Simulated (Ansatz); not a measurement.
# ClH₆N₃Sn: a ladder of functionals and wavefunction methods

One table from this session's results is given with a row withheld; the runs are named, their logs left out.

Program: Ansatz 0.2.0, Gaussian basis. Level of theory: functionals in def2-TZVPP, the program's frozen cores in correlated methods. These are calculated values, not measurements.

The runs, in order: LDA (SPW92), PBE-D4, revPBE-D4, BLYP-D4, r2SCAN-D4, B97M-V, PBE0-D4, B3LYP-D4, r2SCANh-D4, r2SCAN0-D4, HSE06-D4, BHLYP-D4, CAM-B3LYP-D4, LC-ωPBE, ωB97X-V, ωB97M-V, B2PLYP, PBE-QIDH; CCSD(T)/def2-SVP; CCSD(T)/def2-TZVPP; MP2/def2-QZVPP; extrapolation to the limit; RPA on PBE.

### Structure used throughout

The geometry comes from an earlier relaxation with PBE0-D4 in a triple-zeta def2 set; it is a stationary point, not always the lowest conformer. Sn takes the def2 core potential; no spin-orbit term is included.

SMILES `[NH2][Sn]([NH2])([NH2])[Cl]`, 11 atoms, charge 0, spin multiplicity 1.

Atoms are counted from 1 here; the program's logs count them from 0.

Bond lengths: N1–Sn2 2.006 Å, N1–H6 1.013 Å, N1–H7 1.012 Å, Sn2–N3 2.006 Å, Sn2–N4 2.006 Å, Sn2–Cl5 2.355 Å, N3–H8 1.013 Å, N3–H9 1.012 Å, N4–H10 1.013 Å, N4–H11 1.012 Å. Angles: Sn2–N1–H6 112.0°, Sn2–N1–H7 113.6°, H6–N1–H7 108.2°, N1–Sn2–N3 109.1°, N1–Sn2–N4 109.2°, N1–Sn2–Cl5 109.8°, N3–Sn2–N4 109.2°, N3–Sn2–Cl5 109.8°, N4–Sn2–Cl5 109.7°, Sn2–N3–H8 112.0°, Sn2–N3–H9 113.6°, H8–N3–H9 108.2°, Sn2–N4–H10 112.0°, Sn2–N4–H11 113.6°, H10–N4–H11 108.2°.

Set-up of the first run:

Contents of in.yaml:

```yaml
crystal:
  periodic: [false, false, false]
  atoms:
    - {symbol: N, position_ang: [-1.645319, 0.994035, -0.146541]}
    - {symbol: Sn, position_ang: [0.174974, 0.173227, 0.041417]}
    - {symbol: N, position_ang: [0.162130, -1.108104, 1.584289]}
    - {symbol: N, position_ang: [0.625296, -0.823266, -1.639967]}
    - {symbol: Cl, position_ang: [1.775014, 1.859060, 0.418089]}
    - {symbol: H, position_ang: [-1.955016, 1.013283, -1.110375]}
    - {symbol: H, position_ang: [-1.706936, 1.933491, 0.224311]}
    - {symbol: H, position_ang: [-0.642267, -0.972256, 2.184021]}
    - {symbol: H, position_ang: [0.995181, -1.062216, 2.156803]}
    - {symbol: H, position_ang: [1.015983, -1.737119, -1.446276]}
    - {symbol: H, position_ang: [1.266459, -0.327035, -2.245472]}
basis:
  gaussian: {orbitals: def2-TZVPP}
hamiltonian: {xc: lda}
output: {orbitals: {seedname: orbitals}}
```

The run is started by

```bash
ansatz run in.yaml --threads 4 --pin off --events-out ev --progress --plain --max-ram 11315MiB
```

Among the steps run: LDA; PBE-D4 (GGA); revPBE-D4 (GGA); BLYP-D4 (GGA); r2SCAN-D4 (meta-GGA); B97M-V (meta-GGA); PBE0-D4 (hybrid); B3LYP-D4 (hybrid); r2SCANh-D4 (hybrid); r2SCAN0-D4 (hybrid); HSE06-D4 (hybrid); BHLYP-D4 (hybrid); CAM-B3LYP-D4 (range-separated); LC-ωPBE (range-separated); ωB97X-V (range-separated); ωB97M-V (range-separated); B2PLYP (double hybrid); PBE-QIDH (double hybrid).

One table of the session follows, with a row left open; its other results are not shown here.

It belongs to the step «Orbital energies across the functionals». 

```
  functional  HOMO (eV)  gap (eV)
 LDA (SPW92)      -6.46      4.39
      PBE-D4      -6.30      4.49
   revPBE-D4      -6.23      4.53
     BLYP-D4      -6.17      4.38
   r2SCAN-D4      -6.62      5.10
      B97M-V          ?         ?
     PBE0-D4      -7.73      6.85
    B3LYP-D4      -7.47      6.26
  r2SCANh-D4      -7.15      5.97
  r2SCAN0-D4      -7.96      7.27
    HSE06-D4      -7.32      6.08
    BHLYP-D4      -9.06      9.07
CAM-B3LYP-D4      -9.14      9.20
     LC-ωPBE     -10.54     11.93
     ωB97X-V     -10.17     11.36
     ωB97M-V     -10.06     11.01
```

Q: Estimate the row for B97M-V from the others.

The run gave: HOMO (eV): -6.70; gap (eV): 5.13. In the column «HOMO (eV)» it lies between r2SCANh-D4 (-7.15) and r2SCAN-D4 (-6.62).
